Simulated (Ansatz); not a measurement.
# C2H4N2Si, SMILES N=C1N=C[SiH2]1: vertical spin-state energies

Program: Ansatz 0.2.0 through its Python package.

Notebook, run cell by cell (the value of a cell's last expression is shown):

**Cell 1**
```python
import warnings

import ansatz as az
```

**Cell 2**
```python
GEOMETRY = '''
N    -0.13010    1.97110    0.56160
C    -0.00800    0.81170    0.15570
N     0.90650    0.42850   -0.77080
C     0.72670   -0.82830   -0.75790
Si   -0.69430   -0.80310    0.43270
H     0.51690    2.59780    0.04410
H     1.16010   -1.63140   -1.33450
H    -1.99970   -1.11210   -0.12580
H    -0.38970   -1.48060    1.77770
'''
```

**Cell 3**
```python
warnings.simplefilter('ignore', az.DeckWarning)

molecule = az.Crystal.molecule()
for line in GEOMETRY.strip().splitlines():
    symbol, *xyz = line.split()
    molecule = molecule.atom(symbol, [float(v) for v in xyz])
```

**Cell 4**
```python
setup = molecule.calculation()
setup = setup.basis(gaussian='STO-3G')
setup = setup.functional('r2SCAN')
setup = setup.scf(lower_state_search='off')
found = {}
for unpaired in [0, 2]:
    data = setup.spin('collinear', total=unpaired).run(threads=1).report
    s = unpaired / 2
    found[unpaired] = data['free_energy_ev']
    print(f'2S+1 = {unpaired + 1}: E = {found[unpaired]:.5f} eV, <S^2> = {abs(data["mean_field"]["state"]["spin_squared"]):.3f} (pure state {s * (s + 1):.2f})')
lowest = min(found, key=found.get)
for unpaired, e in found.items():
    print(f'multiplicity {unpaired + 1}: {(e - found[lowest]):.3f} eV above the lowest')
```
Output:
```text
2S+1 = 1: E = -12833.77383 eV, <S^2> = 0.000 (pure state 0.00)
2S+1 = 3: E = -12830.49819 eV, <S^2> = 2.006 (pure state 2.00)
multiplicity 1: 0.000 eV above the lowest
multiplicity 3: 3.276 eV above the lowest
```

In order: multiplicity 1 (+0.00 eV) and multiplicity 3 (+3.28 eV), all at the one geometry.

Reading the output:
- These settings explore the input space; basis and method may be short of convergence.
- The geometry is a force-field or estimated start, not a minimum of this method, and the basis set is short of its limit. All parts are taken at fixed geometry, without zero-point energy.
- The whole script took 2.6 s on 1 thread of Intel(R) Xeon(R) 6975P-C (Granite Rapids), with other jobs on the host, peak memory 0.15 GiB.

(Lines on the test bed's own set-up are left out of the output.)
